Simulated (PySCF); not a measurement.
**MnH7: relaxation and vibrations of the singlet**

The task is one start of a wider search on MnH7: the singlet, from a PBE0 minimum start. It is relaxed, tested by its Hessian and followed downhill if it is a saddle.

The runs use PySCF 2.14.0; PBE0, basis Mn def2-TZVP, H def2-TZVP, no relativity, density fitting.

## Step 1: Where the work starts

8 atoms, charge 0, spin multiplicity 1.

Bond lengths: Mn1–H2 1.579 Å, Mn1–H3 1.575 Å, Mn1–H4 1.584 Å, Mn1–H5 1.613 Å, Mn1–H6 1.669 Å, Mn1–H7 1.644 Å, Mn1–H8 1.627 Å. Angles: H2–Mn1–H3 73.3°, H2–Mn1–H4 85.4°, H2–Mn1–H5 32.2°, H2–Mn1–H6 112.8°, H2–Mn1–H7 116.2°, H2–Mn1–H8 94.4°, H3–Mn1–H4 71.0°, H3–Mn1–H5 105.5°, H3–Mn1–H6 161.3°, H3–Mn1–H7 163.5°, H3–Mn1–H8 102.9°, H4–Mn1–H5 97.3°, H4–Mn1–H6 126.0°, H4–Mn1–H7 95.7°, H4–Mn1–H8 32.0°, H5–Mn1–H6 81.7°, H5–Mn1–H7 85.3°, H5–Mn1–H8 88.8° and more.

```xyz
8
charge 0 multiplicity 1
Mn   -0.0144    0.0137   -0.0648
H     0.8035    1.0679    0.7796
H     1.3066    0.3109   -0.8699
H     1.1038   -1.0172    0.3779
H     0.0533    0.9620    1.2388
H    -1.6274   -0.0454    0.3597
H    -1.2486   -0.7404    0.7161
H     0.4060   -1.2480    0.8721
```

## Step 2: Finding the electronic state

One driver script runs all steps and calls PySCF; scf.py shows how it sets up the SCF of each step. The optimiser is the driver's own. After this first run the driver tries any further starts and a stability analysis.

Contents of scf.py:

```python
from pyscf import gto, scf, dft
mol = gto.M(atom='''
Mn    -0.014385     0.013749    -0.064840
H      0.803469     1.067908     0.779632
H      1.306615     0.310890    -0.869895
H      1.103820    -1.017211     0.377898
H      0.053295     0.961973     1.238807
H     -1.627382    -0.045351     0.359701
H     -1.248595    -0.740385     0.716107
H      0.405994    -1.247977     0.872107''',
    basis={'Mn': 'def2-TZVP', 'H': 'def2-TZVP'},
    charge=0, spin=0)
mf = dft.RKS(mol, xc='PBE0')
mf.grids.atom_grid = (50, 194)
aux = {'Mn': 'def2-universal-JKFIT', 'H': 'def2-universal-JKFIT'}
mf = mf.density_fit(auxbasis=aux)
mf.conv_tol = 1e-08
mf.diis_space = 10
mf.max_cycle = 60
mf.init_guess = 'minao'
mf.verbose = 4
mf.kernel()
```

Run with:

```console
$ OMP_NUM_THREADS=2 python axn.py task.json out
```

The program printed:

```text
init E= -1153.43827200009
  HOMO = 0.0397490959429074  LUMO = 0.0830039298541969  gap/eV = 1.17702
cycle= 1 E= -1146.13518181489  delta_E=  7.3  |g|= 5.59  |ddm|= 19.4
  HOMO = -1.29537894885813  LUMO = -1.27382130114046  gap/eV = 0.58661
cycle= 2 E= -1125.37478410074  delta_E= 20.8  |g|= 14.2  |ddm|=   21
  HOMO = -0.827306185165179  LUMO = -0.810547092236397  gap/eV = 0.45604
cycle= 3 E= -1141.84852107553  delta_E= -16.5  |g|= 9.53  |ddm|= 6.05
  HOMO = -0.657293492352204  LUMO = -0.648570049812374  gap/eV = 0.23738
cycle= 4 E= -1145.02008380101  delta_E= -3.17  |g|= 8.48  |ddm|=  1.4
  HOMO = -0.656194700688913  LUMO = -0.636409495993221  gap/eV = 0.53838
cycle= 5 E= -1145.26655388433  delta_E= -0.246  |g|= 8.29  |ddm|= 0.804
  HOMO = -0.671407490396366  LUMO = -0.611377474623156  gap/eV = 1.63350
cycle= 6 E= -1146.05561126693  delta_E= -0.789  |g|= 7.99  |ddm|= 0.737
  HOMO = -0.639866481024725  LUMO = -0.606037356707859  gap/eV = 0.92054
cycle= 7 E= -1146.85300329532  delta_E= -0.797  |g|=  7.7  |ddm|= 0.42
  HOMO = -0.588602554260016  LUMO = -0.484219778355471  gap/eV = 2.84040
cycle= 8 E= -1148.86263032587  delta_E= -2.01  |g|= 6.81  |ddm|= 0.497
  HOMO = -0.571653272959158  LUMO = -0.501647515304055  gap/eV = 1.90495
cycle= 9 E= -1149.42857260499  delta_E= -0.566  |g|= 6.53  |ddm|= 0.269
  HOMO = -0.576160360547229  LUMO = -0.480509069940359  gap/eV = 2.60280
cycle= 10 E= -1149.41756804174  delta_E= 0.011  |g|= 6.45  |ddm|= 0.27
  HOMO = -0.563204951398011  LUMO = -0.462577575419602  gap/eV = 2.73821
cycle= 11 E= -1150.08100651882  delta_E= -0.663  |g|= 6.08  |ddm|= 0.267
  HOMO = 0.0689708027691607  LUMO = 0.126338879137927  gap/eV = 1.56106
cycle= 12 E= -1144.96322943823  delta_E= 5.12  |g|= 5.74  |ddm|= 28.7
  HOMO = -0.530078751886796  LUMO = -0.389591078576912  gap/eV = 3.82286
cycle= 13 E= -1152.29956516104  delta_E= -7.34  |g|= 4.37  |ddm|= 28.7
  HOMO = -0.392633961939491  LUMO = -0.223544455150089  gap/eV = 4.60116
cycle= 14 E= -1153.79097981298  delta_E= -1.49  |g|= 2.74  |ddm|= 0.564
  HOMO = -0.327969004765507  LUMO = -0.127938437094498  gap/eV = 5.44311
cycle= 15 E= -1154.57763194065  delta_E= -0.787  |g|= 1.24  |ddm|= 0.534
  HOMO = -0.23287388030548  LUMO = -0.0616933339286501  gap/eV = 4.65806
cycle= 16 E= -1154.78870495824  delta_E= -0.211  |g|= 0.148  |ddm|= 0.473
  HOMO = -0.216890454043127  LUMO = -0.0476583024256949  gap/eV = 4.60504
cycle= 17 E= -1154.7917177581  delta_E= -0.00301  |g|= 0.0763  |ddm|= 0.141
  HOMO = -0.221164661354191  LUMO = -0.0503253555125522  gap/eV = 4.64877
cycle= 18 E= -1154.79271237023  delta_E= -0.000995  |g|= 0.0198  |ddm|= 0.0467
  HOMO = -0.222821530684377  LUMO = -0.0510812501153706  gap/eV = 4.67329
cycle= 19 E= -1154.79277365472  delta_E= -6.13e-05  |g|= 0.00528  |ddm|= 0.01
  HOMO = -0.223208436660105  LUMO = -0.0513431478406479  gap/eV = 4.67669
cycle= 20 E= -1154.79277978959  delta_E= -6.13e-06  |g|= 0.00111  |ddm|= 0.00375
  HOMO = -0.223287232902962  LUMO = -0.0513631497593683  gap/eV = 4.67829
cycle= 21 E= -1154.79278069863  delta_E= -9.09e-07  |g|= 0.000365  |ddm|= 0.00182
  HOMO = -0.223302051736549  LUMO = -0.051374091977435  gap/eV = 4.67840
cycle= 22 E= -1154.79278135342  delta_E= -6.55e-07  |g|= 0.000336  |ddm|= 0.00214
  HOMO = -0.223295057142067  LUMO = -0.0513714936926246  gap/eV = 4.67828
cycle= 23 E= -1154.79278179278  delta_E= -4.39e-07  |g|= 0.000125  |ddm|= 0.00235
  HOMO = -0.223292948421983  LUMO = -0.0513800976693397  gap/eV = 4.67799
cycle= 24 E= -1154.79278192219  delta_E= -1.29e-07  |g|= 7.14e-05  |ddm|= 0.0015
  HOMO = -0.223297657098655  LUMO = -0.0513871417973397  gap/eV = 4.67792
cycle= 25 E= -1154.79278194736  delta_E= -2.52e-08  |g|= 2.47e-05  |ddm|= 0.00076
  HOMO = -0.223296617437593  LUMO = -0.0513871890664688  gap/eV = 4.67789
cycle= 26 E= -1154.79278194878  delta_E= -1.42e-09  |g|= 6.36e-06  |ddm|= 0.000172
  HOMO = -0.223294990159851  LUMO = -0.0513861854158413  gap/eV = 4.67788
Extra cycle  E= -1154.79278194881  delta_E= -2.84e-11  |g|= 1.37e-05  |ddm|= 1.92e-05
converged SCF energy = -1154.79278194881
```

This step, with its further starts and checks, took 8 s on 2 threads of Arm Neoverse N1, shared host.

The test of internal stability found no lower closed-shell solution.

## Step 3: Relaxing the singlet from the PBE0 minimum start

The program finds C1 symmetry in the start. Threshold on the gradient: 0.0003 Eh/bohr, with a further test on the energy change.

scf.py, as its differences from that of step 2:

```diff
@@ -3,8 +3,8 @@
-Mn    -0.014385     0.013749    -0.064840
-H      0.803469     1.067908     0.779632
-H      1.306615     0.310890    -0.869895
-H      1.103820    -1.017211     0.377898
-H      0.053295     0.961973     1.238807
-H     -1.627382    -0.045351     0.359701
-H     -1.248595    -0.740385     0.716107
-H      0.405994    -1.247977     0.872107''',
+Mn    -0.014597     0.013110    -0.063862
+H      0.803257     1.067269     0.780610
+H      1.306403     0.310251    -0.868917
+H      1.103608    -1.017850     0.378876
+H      0.053083     0.961334     1.239785
+H     -1.627594    -0.045990     0.360679
+H     -1.248807    -0.741024     0.717085
+H      0.405782    -1.248616     0.873085''',
@@ -20 +19,0 @@
-mf.init_guess = 'minao'
```

Energy and gradient, step by step:

```
step   energy (Eh)  change (kJ/mol)  largest gradient (Eh/bohr)
   0  -1154.792782             0.00                     0.00042
   1  -1154.792784             0.00                     0.00029
```

The walk took 4.5 s.

After 1 steps and 0.0 kJ/mol it ends at C1: H–H 0.868 Å, H–H 0.886 Å (×2), Mn–H 1.575 Å, Mn–H 1.579 Å, Mn–H 1.584 Å, Mn–H 1.613 Å, Mn–H 1.627 Å, Mn–H 1.644 Å, Mn–H 1.669 Å; H–H–Mn 71.3°, H–H–Mn 71.8°, H–H–Mn 73.2°, H–H–Mn 76.0°, H–H–Mn 76.5° (×2), H–Mn–H 30.4°.

## Step 4: Frequencies

On the finer grid the gradient is checked again; gradients at displacements of ±0.02 bohr then give force constants and infrared intensities.

scf.py, as its differences from that of step 3:

```diff
@@ -3,8 +3,8 @@
-Mn    -0.014597     0.013110    -0.063862
-H      0.803257     1.067269     0.780610
-H      1.306403     0.310251    -0.868917
-H      1.103608    -1.017850     0.378876
-H      0.053083     0.961334     1.239785
-H     -1.627594    -0.045990     0.360679
-H     -1.248807    -0.741024     0.717085
-H      0.405782    -1.248616     0.873085''',
+Mn    -0.014585     0.013152    -0.063848
+H      0.803554     1.067721     0.780459
+H      1.306362     0.311037    -0.868983
+H      1.103203    -1.018331     0.378146
+H      0.053329     0.961349     1.239464
+H     -1.627372    -0.045699     0.360658
+H     -1.248937    -0.741183     0.716342
+H      0.406015    -1.247659     0.874042''',
@@ -14 +14 @@
-mf.grids.atom_grid = (50, 194)
+mf.grids.atom_grid = (75, 302)
@@ -17 +17 @@
-mf.conv_tol = 1e-08
+mf.conv_tol = 1e-10
```

This SCF starts from the last density.

SCF at the final geometry:

```text
init E= -1154.79278507661
  HOMO = -0.223322602595833  LUMO = -0.0513699095523736  gap/eV = 4.67907
cycle= 1 E= -1154.79278507655  delta_E= 6.46e-11  |g|= 2.48e-05  |ddm|= 1.38e-05
  HOMO = -0.223331728579824  LUMO = -0.0513747416992074  gap/eV = 4.67919
cycle= 2 E= -1154.7927850751  delta_E= 1.44e-09  |g|= 0.000108  |ddm|= 5.15e-05
  HOMO = -0.223324324952685  LUMO = -0.0513708423645771  gap/eV = 4.67909
cycle= 3 E= -1154.79278507663  delta_E= -1.53e-09  |g|= 1.13e-06  |ddm|= 4.15e-05
  HOMO = -0.223324317119575  LUMO = -0.0513708564622593  gap/eV = 4.67909
cycle= 4 E= -1154.79278507664  delta_E= -8.87e-12  |g|= 9.35e-07  |ddm|= 4.72e-06
  HOMO = -0.223324360808036  LUMO = -0.0513708929657262  gap/eV = 4.67909
Extra cycle  E= -1154.79278507662  delta_E= 1.84e-11  |g|= 8.51e-07  |ddm|= 3.48e-06
converged SCF energy = -1154.79278507662
```

The whole step took 4.2 min.

Geometry: C1; H–H 0.868 Å, H–H 0.886 Å (×2), Mn–H 1.575 Å, Mn–H 1.579 Å, Mn–H 1.584 Å, Mn–H 1.613 Å, Mn–H 1.627 Å, Mn–H 1.644 Å, Mn–H 1.669 Å; H–H–Mn 71.3°, H–H–Mn 71.8°, H–H–Mn 73.2°, H–H–Mn 76.0°, H–H–Mn 76.5° (×2), H–Mn–H 30.4°.

Modes, for the most abundant isotopes:

```json
{"symmetry": "a", "ω (cm⁻¹)": "146", "IR (km/mol)": "1.6", "μ (u)": "1.01"}
{"symmetry": "a", "ω (cm⁻¹)": "550", "IR (km/mol)": "57.1", "μ (u)": "1.02"}
{"symmetry": "a", "ω (cm⁻¹)": "559", "IR (km/mol)": "12.4", "μ (u)": "1.02"}
{"symmetry": "a", "ω (cm⁻¹)": "593", "IR (km/mol)": "27.2", "μ (u)": "1.02"}
{"symmetry": "a", "ω (cm⁻¹)": "637", "IR (km/mol)": "79.8", "μ (u)": "1.02"}
{"symmetry": "a", "ω (cm⁻¹)": "663", "IR (km/mol)": "41.6", "μ (u)": "1.01"}
{"symmetry": "a", "ω (cm⁻¹)": "725", "IR (km/mol)": "31.7", "μ (u)": "1.07"}
{"symmetry": "a", "ω (cm⁻¹)": "764", "IR (km/mol)": "7.6", "μ (u)": "1.04"}
{"symmetry": "a", "ω (cm⁻¹)": "1114", "IR (km/mol)": "141", "μ (u)": "1.05"}
{"symmetry": "a", "ω (cm⁻¹)": "1153", "IR (km/mol)": "117", "μ (u)": "1.04"}
{"symmetry": "a", "ω (cm⁻¹)": "1179", "IR (km/mol)": "104", "μ (u)": "1.05"}
{"symmetry": "a", "ω (cm⁻¹)": "1784", "IR (km/mol)": "30.7", "μ (u)": "1.01"}
{"symmetry": "a", "ω (cm⁻¹)": "1847", "IR (km/mol)": "276", "μ (u)": "1.02"}
{"symmetry": "a", "ω (cm⁻¹)": "1924", "IR (km/mol)": "15.5", "μ (u)": "1.01"}
{"symmetry": "a", "ω (cm⁻¹)": "1963", "IR (km/mol)": "3.4", "μ (u)": "1.01"}
{"symmetry": "a", "ω (cm⁻¹)": "2613", "IR (km/mol)": "194", "μ (u)": "1.01"}
{"symmetry": "a", "ω (cm⁻¹)": "2667", "IR (km/mol)": "168", "μ (u)": "1.01"}
{"symmetry": "a", "ω (cm⁻¹)": "2769", "IR (km/mol)": "417", "μ (u)": "1.01"}
```

All wavenumbers are real: a minimum.

Constants and moments:

```
Dipole moment                                                   : 1.94 D
Highest occupied level                                          : -6.08 eV
Lowest empty level                                              : -1.40 eV
Rotational constants                                            : 1.764, 1.308, 1.228 cm⁻¹
Zero-point energy                                               : 141.5 kJ/mol
Principal polarisabilities                                      : 32.3, 35.7, 53.0 bohr³
Atomisation energy without zero-point energy                    : 1375 kJ/mol
Principal traceless quadrupole moments about the centre of mass : -4.98, 2.28, 2.71 D Å
Entropy at 298.15 K and 1 bar                                   : 263.5 J/(mol K)
Heat capacity Cp at 298.15 K                                    : 72.5 J/(mol K)
Enthalpy at 298.15 K above 0 K                                  : 14.42 kJ/mol
Rotational symmetry number                                      : 1
```

Populations by atom (charges in e):

| atom | Mulliken | Löwdin | polar tensor | Mayer order to Mn1 |
| --- | --- | --- | --- | --- |
| Mn1 | -0.36 | -0.61 | -0.39 | – |
| H2 | 0.10 | 0.13 | 0.15 | 0.46 |
| H3 | -0.07 | -0.08 | -0.24 | 0.86 |
| H4 | 0.11 | 0.14 | 0.15 | 0.47 |
| H5 | 0.04 | 0.11 | 0.03 | 0.47 |
| H6 | 0.04 | 0.09 | 0.05 | 0.45 |
| H7 | 0.10 | 0.12 | 0.22 | 0.41 |
| H8 | 0.03 | 0.11 | 0.04 | 0.46 |

Outer orbital energies (eV). occupied: -54.51, -14.55, -12.74, -12.55, -7.59, -6.59, -6.24, -6.08; empty: -1.40, -1.11, 1.29, 1.57.

Mulliken populations on Mn1: s 6.51, p 12.52, d 6.33, f 0.00.

## Step 5: Outcome

| quantity | value |
| --- | --- |
| minimum | singlet, C1 |
| geometry | H–H 0.868 Å, H–H 0.886 Å (×2), Mn–H 1.575 Å, Mn–H 1.579 Å, Mn–H 1.584 Å, Mn–H 1.613 Å, Mn–H 1.627 Å, Mn–H 1.644 Å, Mn–H 1.669 Å; H–H–Mn 71.3°, H–H–Mn 71.8°, H–H–Mn 73.2°, H–H–Mn 76.0°, H–H–Mn 76.5° (×2), H–Mn–H 30.4° |
| wavenumbers (cm⁻¹) | 146 (a), 550 (a), 559 (a), 593 (a), 637 (a), 663 (a), 725 (a), 764 (a), 1114 (a), 1153 (a), 1179 (a), 1784 (a), 1847 (a), 1924 (a), 1963 (a), 2613 (a), 2667 (a), 2769 (a) |
| dipole moment | 1.94 D |
| highest occupied, lowest empty level | -6.08, -1.40 eV |
| polar-tensor charge of Mn1 | -0.39 e |
| zero-point energy | 141.5 kJ/mol |
| entropy at 298.15 K | 263.5 J/(mol K) |
| atomisation energy (no zero-point energy) | 1375 kJ/mol |

The PBE0 minimum start ends in a minimum without symmetry. The strongest infrared band lies at 2769 cm⁻¹ (a). Other starts or spin states, not run here, may lie lower. Whether spin polarisation would lower the closed shell was not checked.

The search up to here took 4.4 min.
